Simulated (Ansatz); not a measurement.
# CH6NOSbSi: small, medium and large basis sets

How large a basis does CH6NOSbSi need? Two functionals are run in growing sets.

Method: one geometry, several basis sets; program: Ansatz 0.2.0, Gaussian basis.

The runs, in order: PBE0-D4/def2-SVP; ωB97M-V/def2-SVP; PBE0-D4/def2-QZVPP; ωB97M-V/def2-QZVPP; the functionals' def2-TZVPP values are taken from earlier runs.

**1. Structure used throughout**

All runs share one geometry, relaxed beforehand with PBE0-D4/def2-TZVP. Sb takes the def2 core potential; no spin-orbit term is included.

SMILES `[SiH3]O/C=[N]\[SbH2]`, 11 atoms, charge 0, spin multiplicity 1.

Atoms are counted from 1 here; the program's logs count them from 0.

Bond lengths: Si1–O2 1.667 Å, Si1–H6 1.477 Å, Si1–H7 1.485 Å, Si1–H8 1.485 Å, O2–C3 1.352 Å, C3–N4 1.250 Å, C3–H9 1.099 Å, N4–Sb5 2.065 Å, Sb5–H10 1.717 Å, Sb5–H11 1.717 Å. Angles: O2–Si1–H6 105.3°, O2–Si1–H7 110.0°, O2–Si1–H8 110.0°, H6–Si1–H7 111.1°, H6–Si1–H8 111.1°, H7–Si1–H8 109.3°, Si1–O2–C3 125.6°, O2–C3–N4 126.2°, O2–C3–H9 113.9°, N4–C3–H9 119.9°, C3–N4–Sb5 120.8°, N4–Sb5–H10 97.1°, N4–Sb5–H11 97.1°, H10–Sb5–H11 90.1°.

**2. PBE0-D4 in def2-SVP**

in.yaml

```yaml
crystal:
  periodic: [false, false, false]
  atoms:
    - {symbol: Si, position_ang: [-1.711082, 0.774272, 0.198134]}
    - {symbol: O, position_ang: [-0.223926, 0.040662, 0.023540]}
    - {symbol: C, position_ang: [0.965654, 0.680269, -0.041995]}
    - {symbol: N, position_ang: [2.086665, 0.142255, -0.171337]}
    - {symbol: Sb, position_ang: [2.266573, -1.910104, -0.308030]}
    - {symbol: H, position_ang: [-2.690622, -0.331342, 0.211485]}
    - {symbol: H, position_ang: [-1.754312, 1.541113, 1.468682]}
    - {symbol: H, position_ang: [-1.960952, 1.695296, -0.939226]}
    - {symbol: H, position_ang: [0.887212, 1.774019, 0.029349]}
    - {symbol: H, position_ang: [0.994369, -2.160410, -1.434000]}
    - {symbol: H, position_ang: [1.205822, -2.303030, 0.983999]}
basis:
  gaussian: {orbitals: def2-SVP}
hamiltonian: {xc: pbe0, dispersion: d4}
output: {orbitals: {seedname: orbitals}}
```

Launch:

```bash
> ansatz run in.yaml --threads 4 --pin off --events-out ev --progress --plain --max-ram 10444MiB
```

The runs that follow: ωB97M-V in def2-SVP; PBE0-D4 in def2-QZVPP; ωB97M-V in def2-QZVPP.

Q: Predict the results of all the runs planned. Wanted: PBE0-D4: double and triple zeta above quadruple; ωB97M-V: double and triple zeta above quadruple.

The runs gave:

| quantity | value |
| --- | --- |
| PBE0-D4: double and triple zeta above quadruple | 9.22, 0.59 eV |
| ωB97M-V: double and triple zeta above quadruple | 9.41, 0.56 eV |

For PBE0-D4 the step from double to triple zeta gains 8.63 eV and the next only 0.59 eV. These are total energies; as a rule much of such shifts cancels in differences, which this series doesn't test. The LUMO of ωB97M-V is positive and keeps falling with the basis (1.69 to 1.08 eV): an unbound level that the basis holds in place.
